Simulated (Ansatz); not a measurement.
A nudged elastic band was laid between two geometries of a periodic cell of 17 atoms, CuSi₁₆ (host Si, host structure diamond, interstitial Cu), cell charge +1.

These are results of DFT r2SCAN-D3(BJ), scalar-relativistic, plane waves, PAW (Ansatz 0.2.0), not measurements. Settings: PAW set soft_1, cutoff 500 eV, k mesh 2x2x2, gaussian smearing 0.02 eV, no spin polarisation.

```json
{
 "movable images": "5",
 "climbing image": "yes",
 "spring": "5.0 eV/Å²",
 "optimiser": "quadratic models (default)",
 "start path": "IDPP",
 "force threshold": "0.05 eV/Å",
 "iteration limit": "35",
 "end points": "relaxed"
}
```

Initial state:

```xyz
17
Lattice="0.0000 5.4300 5.4300 5.4300 0.0000 5.4300 5.4300 5.4300 0.0000" Properties=species:S:1:pos:R:3
Si -0.046 -0.007 -0.007
Si 1.358 1.390 1.390
Si 2.666 2.692 -0.049
Si 4.038 4.017 1.322
Si 2.668 -0.047 2.691
Si 4.040 1.323 4.016
Si 5.395 2.683 2.681
Si 6.747 4.035 4.033
Si 0.114 2.829 2.829
Si 1.460 4.170 4.173
Si 2.709 5.425 2.668
Si 4.105 6.821 4.072
Si 2.711 2.665 5.427
Si 4.105 4.071 6.821
Si 5.405 5.383 5.383
Si 6.730 6.754 6.755
Cu 9.645 6.918 6.926
```

Final state:

```xyz
17
Lattice="0.0000 5.4300 5.4300 5.4300 0.0000 5.4300 5.4300 5.4300 0.0000" Properties=species:S:1:pos:R:3
Si -0.037 0.039 -0.040
Si 1.310 1.382 1.310
Si 2.748 2.682 0.000
Si 4.049 4.121 1.309
Si 2.680 0.057 2.682
Si 4.041 1.391 4.038
Si 5.374 2.751 2.680
Si 6.781 4.079 4.026
Si -0.001 2.681 2.748
Si 1.311 4.119 4.047
Si 2.749 5.431 2.748
Si 4.188 6.673 4.187
Si 2.682 2.747 5.373
Si 4.022 4.076 6.784
Si 5.528 5.329 5.533
Si 6.782 6.836 6.782
Cu 8.278 8.007 8.289
```

**Question.** What changes between the two ends?

**Answer.** Contacts lost: Si1–Cu17, Si2–Cu17. Contacts made: Si3–Cu17, Si8–Cu17. The atom that moves furthest is Cu17, by 2.22 Å; four of its nearest neighbours are Si9 2.31, Si1 2.42, Si11 2.42, Si13 2.43 Å at the first end and Si12 2.31, Si8 2.42, Si16 2.42, Si14 2.43 Å at the last.

**Question.** What energy profile does the band end with?

**Answer.** The forces met the threshold. The highest image is number 3 of 0 to 6, 0.026 eV above the ends, which have the same energy within 2 meV. A structure lower than the first end lies on the path between it and the top, so the climb from that side starts below the end, which may itself be a saddle point or a shallow side well. A structure lower than the last end lies on the path between it and the top, so the climb from that side starts below the end, which may itself be a saddle point or a shallow side well. By the program's own check the climbing image is of a kind that is not told: the force calls were inconclusive, a negative curvature could not be distinguished from the path's own, the only one lies far off the path, or fixed occupations may fill a level only in part (lowest curvatures found: -1.63 and 0.57 eV/Å²). Limits of this set-up: a small cell, in which the defect meets its images, charged cell in a uniform background, uncorrected.

```tsv
image	path coordinate (Å)	energy (eV)	Si1–Cu17 (Å)	Si2–Cu17 (Å)	Si3–Cu17 (Å)
0	0.00	0.000	2.42	2.58	4.35
1	0.41	-0.003	2.61	2.88	4.12
2	0.83	-0.009	2.93	3.21	3.84
3	1.24	0.026	3.35	3.51	3.52
4	1.66	-0.010	3.80	3.83	3.21
5	2.07	-0.003	4.24	4.11	2.89
6	2.49	0.000	4.60	4.34	2.58
```

**Question.** What is the geometry of the highest image?

**Answer.** 
```xyz
17
Lattice="0.0000 5.4300 5.4300 5.4300 0.0000 5.4300 5.4300 5.4300 0.0000" Properties=species:S:1:pos:R:3:forces:R:3
Si -0.105 0.094 0.112 0.00 0.00 0.00
Si 1.363 1.404 1.392 0.01 0.00 0.00
Si 2.750 2.668 0.008 0.00 0.00 0.00
Si 4.037 4.050 1.393 -0.01 -0.01 0.01
Si 2.750 0.024 2.680 0.00 0.00 0.00
Si 4.046 1.395 4.066 -0.01 0.01 -0.01
Si 5.422 2.676 2.688 0.00 0.00 0.00
Si 6.900 3.976 3.967 0.00 0.00 0.00
Si 0.082 2.752 2.794 0.01 0.01 -0.01
Si 1.261 4.219 4.181 0.01 -0.01 -0.03
Si 2.685 5.373 2.751 -0.01 -0.02 -0.01
Si 4.148 6.746 4.154 0.01 0.02 0.03
Si 2.648 2.744 5.347 0.00 0.01 0.03
Si 4.108 4.135 6.757 -0.01 -0.02 -0.01
Si 5.539 5.282 5.334 -0.02 0.01 0.00
Si 6.705 6.754 6.724 0.01 0.02 -0.02
Cu 8.826 7.471 7.464 0.01 -0.03 0.03
```

Time of the run: 12 min on 2 threads of Intel(R) Xeon(R) 6975P-C (Granite Rapids), with other jobs on the host, peak memory 3.2 GiB.
